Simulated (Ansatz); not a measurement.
**BGeO+ (quintet): the correlation ladder, cc-pVTZ**

The task here is to estimate one member of a computed series from the others.

Program: Ansatz 0.2.0, Gaussian basis. Level of theory: cc-pVTZ, core rule «outside noble gas», up to 16 orbitals frozen. These are calculated values, not measurements.

Plan: UHF; CCSD(T) on ROHF; CCSD(T) on UHF; BCCD(T) on ROHF; CCSDT(Q) on ROHF; CCSDT(Q) on UHF; CASSCF and NEVPT2, 12 electrons in 12 orbitals.

8 further runs of the same task are left out: 3 for a known fault of the program, 5 set aside as unsound or not needed.

## The geometry

The geometry is a PBE0/def2-TZVP stationary point (not a proven minimum) of the parent state, kept for this charge and spin. No spin-orbit coupling is included. The filled d shell of Ge may be among the frozen orbitals whatever the setting's name suggests; the logs give the count.

3 atoms, charge 1, spin multiplicity 5.

Atoms are counted from 1 here; the program's logs count them from 0.

Bond lengths: Ge1–B2 1.975 Å, B2–O3 1.208 Å. Angles: Ge1–B2–O3 180.0°.

The first run:

in.yaml

```yaml
crystal:
  periodic: [false, false, false]
  atoms:
    - {symbol: Ge, position_ang: [0.000000, 0.000000, 1.719100]}
    - {symbol: B, position_ang: [0.000000, 0.000000, -0.255500]}
    - {symbol: O, position_ang: [0.000000, 0.000000, -1.463600]}
basis:
  gaussian: {orbitals: cc-pVTZ}
total_charge: 1
magnetization: {spin_polarized: true, initial_magnetization: 4}
hamiltonian: {xc: hf}
output: {orbitals: {seedname: orbitals}}
```

The run is started by

```bash
$ ansatz run in.yaml --threads 1 --pin off --events-out ev --progress --plain --max-ram 2816MiB --backend cpu
```

Among the steps run: UHF; CCSD(T) on ROHF; CCSD(T) on UHF; BCCD(T) on ROHF; CCSDT(Q) on ROHF; CCSDT(Q) on UHF; CASSCF and NEVPT2, 12 electrons in 12 orbitals.

One table of the session follows, with a row left open; its other results are not shown here.

```
        method  from RCCSDT(Q) (kcal/mol)
          ROHF                    +210.06
           UHF                    +205.93
          RMP2                     +27.20
          UMP2                     +26.84
         RCCSD                      +9.44
         UCCSD                      +8.81
      RCCSD(T)                          ?
      UCCSD(T)                      +0.85
       BCCD(T)                      +1.32
        RCCSDT                      +0.38
        UCCSDT                      -0.18
     RCCSDT(Q)                          0
     UCCSDT(Q)                      -0.60
CASSCF valence                    +150.67
NEVPT2 valence                     +29.56
```

Q: Estimate the row for RCCSD(T) from the others.

**Answer.** from RCCSDT(Q) (kcal/mol): +1.40. In the column «from RCCSDT(Q) (kcal/mol)» it lies between BCCD(T) (+1.32) and UCCSD (+8.81).

Limits of these values: Restricted and unrestricted rows rest on different reference determinants; where their highest levels disagree by more than a few hundredths of an eV, they describe different states and don't form one ladder.
